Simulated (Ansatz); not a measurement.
# H6C2S: the cost of one run

Method: DFT LDA, plane waves, PAW, scalar-relativistic, no spin polarisation, in Ansatz 0.2.0.

## (1) The structure to begin with

The cell holds 27 atoms (C6H18S3): a = 7.767 Å, b = 7.767 Å, c = 7.767 Å, α = 90.00°, β = 90.00°, γ = 90.00°.

As a file:

```xyz
27
Lattice="7.7673 0.0000 0.0000 0.0000 7.7673 0.0000 0.0000 0.0000 7.7673" Properties=species:S:1:pos:R:3 pbc="T T T"
S     0.9932   -0.1323    0.8149
H     0.7206    0.0014    2.1195
H     1.0567    1.1903    0.6127
S     4.9361    2.1845    1.7947
H     5.4395    0.9634    1.5718
H     3.7622    1.8908    1.2202
S     0.8341    5.1588    5.5241
H     2.0573    4.6266    5.4027
H     0.2679    3.9838    5.8291
C     4.5302    7.2331    5.0811
C     5.3608    6.2937    5.5389
H     4.3194    8.1335    5.6483
H     4.0313    7.1353    4.1228
H     5.8597    6.3915    6.4972
H     5.5716    5.3933    4.9717
C     6.5731    1.3505    5.6031
C     7.7050    1.4190    4.8986
H     6.5744    1.1209    6.6633
H     5.6050    1.5216    5.1447
H     8.6732    1.2479    5.3570
H     7.7038    1.6486    3.8384
C     3.8464    5.3263    2.9090
C     4.3077    5.8556    1.7736
H     2.9303    4.7460    2.9367
H     4.3684    5.4544    3.8512
H     3.7856    5.7275    0.8313
H     5.2237    6.4360    1.7459
```

## (2) Preparing the start

input.yaml reads:

```yaml
crystal:
  lattice:
    - [7.767253, 0.0, 0.0]
    - [0.0, 7.767253, 0.0]
    - [0.0, 0.0, 7.767253]
  atoms:
    - { symbol: S, position: [0.127864, -0.01703, 0.1049113] }
    - { symbol: H, position: [0.0927714, 0.0001794, 0.2728737] }
    - { symbol: H, position: [0.1360482, 0.1532487, 0.0788877] }
    - { symbol: S, position: [0.6354979, 0.2812403, 0.2310641] }
    - { symbol: H, position: [0.7003131, 0.1240335, 0.2023578] }
    - { symbol: H, position: [0.4843727, 0.2434288, 0.1571012] }
    - { symbol: S, position: [0.1073865, 0.6641715, 0.711198] }
    - { symbol: H, position: [0.2648653, 0.5956484, 0.695576] }
    - { symbol: H, position: [0.0344894, 0.5129015, 0.750472] }
    - { symbol: C, position: [0.5832418, 0.9312326, 0.6541737] }
    - { symbol: C, position: [0.6901855, 0.8102846, 0.7131148] }
    - { symbol: H, position: [0.5561063, 1.0471477, 0.7271993] }
    - { symbol: H, position: [0.5190175, 0.9186409, 0.530796] }
    - { symbol: H, position: [0.7544099, 0.8228763, 0.8364925] }
    - { symbol: H, position: [0.717321, 0.6943695, 0.6400892] }
    - { symbol: C, position: [0.8462625, 0.1738691, 0.7213715] }
    - { symbol: C, position: [0.9919873, 0.1826912, 0.6306751] }
    - { symbol: H, position: [0.8464212, 0.1443061, 0.8578684] }
    - { symbol: H, position: [0.721614, 0.1958955, 0.6623549] }
    - { symbol: H, position: [1.1166359, 0.1606648, 0.6896917] }
    - { symbol: H, position: [0.9918286, 0.2122542, 0.4941782] }
    - { symbol: C, position: [0.4952042, 0.6857382, 0.3745162] }
    - { symbol: C, position: [0.5545924, 0.7538872, 0.2283377] }
    - { symbol: H, position: [0.3772629, 0.611022, 0.3780825] }
    - { symbol: H, position: [0.5624114, 0.7022361, 0.4958274] }
    - { symbol: H, position: [0.4873852, 0.7373893, 0.1070265] }
    - { symbol: H, position: [0.6725337, 0.8286034, 0.2247715] }
basis:
  ecutwfc: 420.0
kpoints:
  mp_grid: { grid: [1, 1, 1] }
hamiltonian:
  xc: lda
scf:
  occupations: { method: fermi_dirac, width: 0.02 }
  lower_state_search: "off"
relax:
  f_tol: 0.3
  max_steps: 15
  adjacent_minimum: "off"
```

Launch:

```
> ansatz run input.yaml --threads 1 --pin off --max-ram 3072MiB --backend cpu --events-out ev --progress --plain --runs-dir out
```

**Question.** How long does this run take on 1 thread of Arm Neoverse V2, shared host, and how much memory does it need?

About 5.1 s, with a peak of 0.38 GiB.
